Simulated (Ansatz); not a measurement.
# Mg: how the settings move a relaxation

Question: which choices in the input matter for Mg?

Program: Ansatz 0.2.0. Level of theory: reference: DFT, PBEsol, PAW with Ansatz's default frozen-core files, scalar-relativistic; relaxation of cell and atoms. These are calculated values, not measurements.

## Step 1: The starting structure

It takes space group Im-3m (No. 229, cubic). Conventional cell: a = 2.953 Å, b = 2.953 Å, c = 2.953 Å, α = 90.00°, β = 90.00°, γ = 90.00°. Mg (site symmetry m-3m) is surrounded by 8 Mg at 2.56 Å.

Coordinates:

```
CELL_PARAMETERS angstrom
-1.47650 1.47650 1.47650
1.47650 -1.47650 1.47650
1.47650 1.47650 -1.47650
ATOMIC_POSITIONS crystal
Mg 0.00000 0.00000 0.00000
```

## Step 2: The reference run

input.yaml

```yaml
crystal:
  lattice:
    - [-1.4765, 1.4765, 1.4765]
    - [1.4765, -1.4765, 1.4765]
    - [1.4765, 1.4765, -1.4765]
  atoms:
    - { symbol: Mg, position: [0.0, 0.0, 0.0] }
kpoints:
  mp_grid: { grid: [26, 26, 26] }
scf:
  occupations: { method: fermi_dirac, width: 0.08 }
hamiltonian:
  xc: pbesol
  pseudopotentials: { kind: paw }
relax:
  f_tol: 0.002
  max_steps: 80
  cell: {}
output:
  forces: true
  stress: true
  write_density: true
  write_potential: true
  elf: true
  volumetric_format: npy
```

On the command line:

```
ansatz run input.yaml --threads 1 --pin off --max-ram 2560MiB --backend cpu --events-out ev --progress --plain --runs-dir out
```

## Step 3: Changing settings: mp_grid.grid [9, 9, 9], dr2_threshold 1.0e-08

input.yaml, as its differences from that of step 2:

```diff
@@ -8,5 +8,6 @@
 kpoints:
-  mp_grid: { grid: [26, 26, 26] }
+  mp_grid: { grid: [9, 9, 9] }
 scf:
   occupations: { method: fermi_dirac, width: 0.08 }
+  convergence: { dr2_threshold: 1.0e-08 }
 hamiltonian:
```

**Question.** What will these runs give? Wanted: for each run, ending; energy change; pressure; gap; force.

As calculated:

| run | ending | energy change | pressure (GPa) | gap (eV) | force (eV/Å) | cycles | time |
| --- | --- | --- | --- | --- | --- | --- | --- |
| reference | converged | 0 | 0.0 | 0.00 | 0.00 | 47 | 29 s |
| 1: mp_grid.grid [9, 9, 9], dr2_threshold 1.0e-08 | converged | +8.8 meV/atom | 0.0 | 0.00 | 0.00 | 45 | 3.1 s |

Changing the k-point mesh and convergence setting moves the energy by +8.8 meV/atom, and the final volume goes from 22.48 to 22.54 Å³. Sampling errors of the energy have no fixed sign. Of the settings changed, the mesh is the one that moves energies this far. Cost: 45 SCF cycles against 47, 3.1 s against 29 s.
